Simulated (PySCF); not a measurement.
# Gd(CH3)2: other functionals and bases at one geometry

An exercise on one series of results from a longer session: the logs are not shown, and one member is left open.

The runs use PySCF 2.14.0; several levels, as the steps say, no spin–orbit coupling.

1 further run of the same task is left out (for a known fault of the program).

**The starting structure**

9 atoms, charge 0, spin multiplicity 1.

Bond lengths: Gd1–C2 2.534 Å, Gd1–C6 2.534 Å, C2–H3 1.109 Å, C2–H4 1.109 Å, C2–H5 1.109 Å, C6–H7 1.109 Å, C6–H8 1.109 Å, C6–H9 1.109 Å. Angles: C2–Gd1–C6 109.1°, Gd1–C2–H3 117.7°, Gd1–C2–H4 110.4°, Gd1–C2–H5 110.4°, H3–C2–H4 106.1°, H3–C2–H5 106.1°, H4–C2–H5 105.3°, Gd1–C6–H7 117.7°, Gd1–C6–H8 110.4°, Gd1–C6–H9 110.4°, H7–C6–H8 106.1°, H7–C6–H9 106.1°, H8–C6–H9 105.3°.

As a file:

```mol
C2H6Gd
  3D, bonds by distance, orders not assigned

  9  8  0  0  0  0  0  0  0  0999 V2000
    0.0000    0.0000   -0.6210 Gd  0  0
    2.0638   -0.0000    0.8486 C   0  0
    3.0528   -0.0000    0.3478 H   0  0
    2.0597    0.8816    1.5211 H   0  0
    2.0597   -0.8816    1.5211 H   0  0
   -2.0638    0.0000    0.8486 C   0  0
   -3.0528    0.0000    0.3478 H   0  0
   -2.0597   -0.8816    1.5211 H   0  0
   -2.0597    0.8816    1.5211 H   0  0
  1  2  8  0
  1  6  8  0
  2  3  8  0
  2  4  8  0
  2  5  8  0
  6  7  8  0
  6  8  8  0
  6  9  8  0
M  END
```

Formal oxidation states: Gd +2. Each metal's 8 4f electrons lie in its core potential, so multiplicities, spins and levels count the valence alone. For divalent La, Ce, Gd or Lu the extra electron is normally 5d or 6s, so this core forces an excited configuration. An earlier session relaxed this geometry at PBE0, Gd lcecp-0-SVP with ECP54, C def2-SVP, H def2-SVP (singlet, point group C2v).

At PBE0 on the finer grid: E = -109.488281 Eh, frontier levels not given, since the 4f levels lie in the core, Mulliken charge on Gd1 +0.78 e, largest force component 0.020 eV/Å. 

Levels to run: BP86; wB97X; PBE0, TZVP. Hardware: 2 threads of Arm Neoverse V2, shared host.

Set-up of the first run:

Contents of run.py (the lines that set the calculation):

```python
mol = gto.M(atom='''
Gd     0.00000     0.00000    -0.62101
C      2.06384     0.00000     0.84855
H      3.05279     0.00000     0.34778
H      2.05967     0.88159     1.52109
H      2.05967    -0.88159     1.52109
C     -2.06384     0.00000     0.84855
H     -3.05279     0.00000     0.34778
H     -2.05967    -0.88159     1.52109
H     -2.05967     0.88159     1.52109''',
    basis={'Gd': 'lcecp-0-SVP', 'C': 'def2-SVP', 'H': 'def2-SVP'},
    ecp={'Gd': 'lcecp-0-SVP'},
    charge=0, spin=0)
mf = dft.RKS(mol, xc='B88,P86')
mf.grids.atom_grid = (75, 302)  # f atoms: unpruned, at least (60, 302)
mf = mf.density_fit()  # fitting sets: Gd AutoAux, C def2-universal-JKFIT, H def2-universal-JKFIT
mf.conv_tol = 1e-08; mf.max_cycle = 55
mf.kernel(dm0)  # dm0: the density of the relaxed state
```

Launch:

```
> OMP_NUM_THREADS=2 python run.py
```

Steps of the session up to this table: BP86; wB97X; PBE0, TZVP.

One table of the session follows, with a row left open; its other results are not shown here.

| level | charge on Gd1 (e) | dipole (D) | largest force component (eV/Å) |
| --- | --- | --- | --- |
| PBE0 (relaxed here) | 0.78 | 6.13 | 0.02 |
| BP86 | 0.65 | 5.39 | 0.23 |
| wB97X | ? | ? | ? |
| PBE0, TZVP | 1.20 | 6.49 | 0.27 |

Q: Estimate the row for wB97X from the others.

The run gave: charge on Gd1 (e): 0.84; dipole (D): 6.81; largest force component (eV/Å): 0.08. In the column «charge on Gd1 (e)» it lies between PBE0 (relaxed here) (0.78) and PBE0, TZVP (1.20).

The largest leftover force, 0.27 eV/Å with PBE0, TZVP, stands at a geometry relaxed at another level. With 4f in the core, its levels are missing from HOMO and gap, and its count is fixed, so no charge can pass from the ligands into it. Total energies of different levels can't be compared.
